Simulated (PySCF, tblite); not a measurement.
# GeH10SSi3: geometry, infrared bands and NMR shifts

Wanted: the infrared bands and NMR shifts of GeH10SSi3 (`[SiH3][SiH2][S][GeH2][SiH3]`), by calculation.

Programs: tblite 0.8.0 and PySCF 2.14.0, with density-fitted response routines of our own. Each step states its level of theory. These are calculated values for one molecule in the gas phase, unless marked as measured. Atoms are numbered from 0 throughout.

## 1. Starting geometry

15 atoms, charge 0, multiplicity 1; geometry from: force field or distance geometry start.

Bonds of the start (Å): Si0–Si1 2.24, Si1–S2 2.14, S2–Ge3 2.19, Ge3–Si4 2.31, Si0–H5 1.46, Si0–H6 1.47, Si0–H7 1.48, Si1–H8 1.47, Si1–H9 1.47, Ge3–H10 1.56, Ge3–H11 1.55, Si4–H12 1.48, Si4–H13 1.48, Si4–H14 1.49.

## 2. Relaxing the molecule with GFN2-xTB

What the job is given:

```
{"job": {"kind": "relax", "xc": "GFN2-xTB", "basis": "xTB"}, "charge": 0, "multiplicity": 1}
Si    -3.329600    -0.161100    -0.060000
Si    -1.432700     0.998900    -0.330100
S     -0.144700    -0.186500    -1.555200
Ge     1.516900    -1.127400    -0.484500
Si     3.263800     0.348800    -0.149000
H     -3.712400    -0.232900     1.351400
H     -3.093000    -1.511100    -0.592400
H     -4.384200     0.477900    -0.883900
H     -0.837400     1.340800     0.969100
H     -1.818100     2.226200    -1.040700
H      2.079200    -2.291600    -1.356900
H      1.094500    -1.783900     0.860000
H      4.099200    -0.174600     0.949000
H      4.047400     0.426800    -1.401500
H      2.646700     1.657800     0.197200
```

Command:

```console
OMP_NUM_THREADS=1 python probes_run.py task.json out
```

One launch serves the whole session: the jobs run in the order shown.

**Question.** This job is followed by: GFN2-xTB harmonic vibrations, gas phase; GIAO PBE0/pcSseg-1 NMR shielding, non-relativistic, gas phase. What will the session give for the following? strongest single infrared mode (GFN2-xTB); zero-point energy (GFN2-xTB); 1H shifts against TMS (PBE0/pcSseg-1, means over atoms taken as alike); 29Si shifts against TMS (PBE0/pcSseg-1); 33S shifts against CS2 (PBE0/pcSseg-1); 73Ge shifts against GeMe4 (PBE0/pcSseg-1).

**Answer**, as computed:

| quantity | value |
| --- | --- |
| strongest single infrared mode (GFN2-xTB) | 638 cm⁻¹, 733 km/mol |
| zero-point energy (GFN2-xTB) | 50.1 kcal/mol |
| 1H shifts against TMS (PBE0/pcSseg-1, means over atoms taken as alike) | 4.96, 4.90, 3.64, 3.53 ppm |
| 29Si shifts against TMS (PBE0/pcSseg-1) | -55.9, -115.6, -121.1 ppm |
| 33S shifts against CS2 (PBE0/pcSseg-1) | -344 ppm |
| 73Ge shifts against GeMe4 (PBE0/pcSseg-1) | -183 ppm |

What this shows: The optimisation took 145 steps and gained 0.463 eV; among the close pairs (by a distance rule), Si0–Si1 changed most, from 2.240 to 2.316 Å. The lowest mode is imaginary (36i cm⁻¹), so the xTB geometry is not a minimum. The strongest single mode, at 638 cm⁻¹, moves mainly H10 and H8. GFN2-xTB is a fitted tight-binding method: band positions and strengths are rough. Its intensities can rank the bands wrongly. At PBE0/pcSseg-1: Shielding is most anisotropic at Ge3 (span 344 ppm, paramagnetic term -1246 ppm). Spin-orbit coupling is left out, which matters for shieldings and couplings at and beside the heavy atoms.
